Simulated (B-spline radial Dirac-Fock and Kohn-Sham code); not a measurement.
**Inner shells of Cr**

Aim: for neutral chromium, compute its X-ray form factor and Compton profile, the binding energy of each subshell and how cheaper methods do for the levels.

Program: B-spline radial Dirac-Fock and Kohn-Sham code, version 2. Model: a free atom or ion on a radial basis; each step names its model. All values are calculated, but those marked as tabulated.

**1. The atom as given**

The Cr atom in the configuration [Ar] 3d4 4s1 4p1 (not the ground configuration).

```
nuclear charge     : 24
electrons          : 24
mass number        : 52
nuclear rms radius : 3.6452 fm
```

**2. Scattering by the electron cloud**

Model: Dirac-Fock average of configuration, finite nucleus; form factor of the spherical density, Waller-Hartree incoherent function, impulse-approximation Compton profiles.

Settings, as recorded:

```ini
task = scatter
Z = 24
charge = 0
configuration = 1s2 2s2 2p6 3s2 3p6 3d4 4s1 4p1
mass_number = 52
rms_radius = 3.6452  # fm
s = [0.0, 0.05, 0.1, 0.15, 0.2, 0.25, 0.3, 0.35, 0.4, 0.45, 0.5, 0.6, 0.7, 0.8, 0.9, 1.0, 1.1, 1.2, 1.4, 1.6, 1.8, 2.0, 2.5, 3.0, 3.5, 4.0, 5.0, 6.0]  # 1/A
pz = [0, 0.1, 0.2, 0.3, 0.4, 0.5, 0.6, 0.8, 1.0, 1.2, 1.4, 1.6, 1.8, 2.0, 2.5, 3.0, 4.0, 5.0, 7.0, 10.0, 15.0, 20.0, 30.0, 40.0, 60.0, 100.0]  # a.u.
photon_energy = [1000, 5000, 10000, 30000, 100000, 200000, 500000, 1000000]  # eV
```

**3. Hole states by ΔSCF**

Model: Dirac-Fock average of configuration, Delta-SCF, finite nucleus, first-order Breit with its frequency dependence, self-energy and vacuum polarisation.

Recorded inputs:

```ini
task = binding
```

**4. Dirac LDA, for comparison**

Model: Dirac-Kohn-Sham LDA (Slater exchange, VWN correlation), finite nucleus, spherical and without spin polarisation.

The run's settings:

```ini
task = binding-ladder
method = lda,vwn
relativity = dirac
```

(Steps that only read results are left out.)

Before running it: what results should come out? Wanted: rms radius of the electron cloud; form factor halves at; Compton profile at zero; deepest level listed, K; least bound, N2,3; Kα1; Dirac LDA, K: eigenvalue / ΔSCF.

**Answer**, as computed:

| quantity | value |
| --- | --- |
| rms radius of the electron cloud | 1.51 bohr |
| form factor halves at | 0.41 1/Å |
| Compton profile at zero | 6.704 1/a.u. |
| deepest level listed, K (1s) | 6002.7 eV |
| least bound, N2,3 (4p) | 3.96 eV |
| Kα1 | 5413.0 eV |
| Dirac LDA, K: eigenvalue / ΔSCF | 5871.0 / 6011.8 eV |

What this shows: f falls from 24 to half of that at s = 0.41 1/Å. Incoherent scattering outweighs coherent from 100 keV on, among the energies asked. For K (1s), relaxation takes off 40.6 eV, Breit terms shift it by -5.99 and QED by -2.73 eV. Dirac LDA misses the K level by -2.2 % with its eigenvalue and by +0.2 % with ΔSCF, so total-energy differences mend most of the error. The Hartree-Fock and Dirac-Fock values hold no electron correlation.
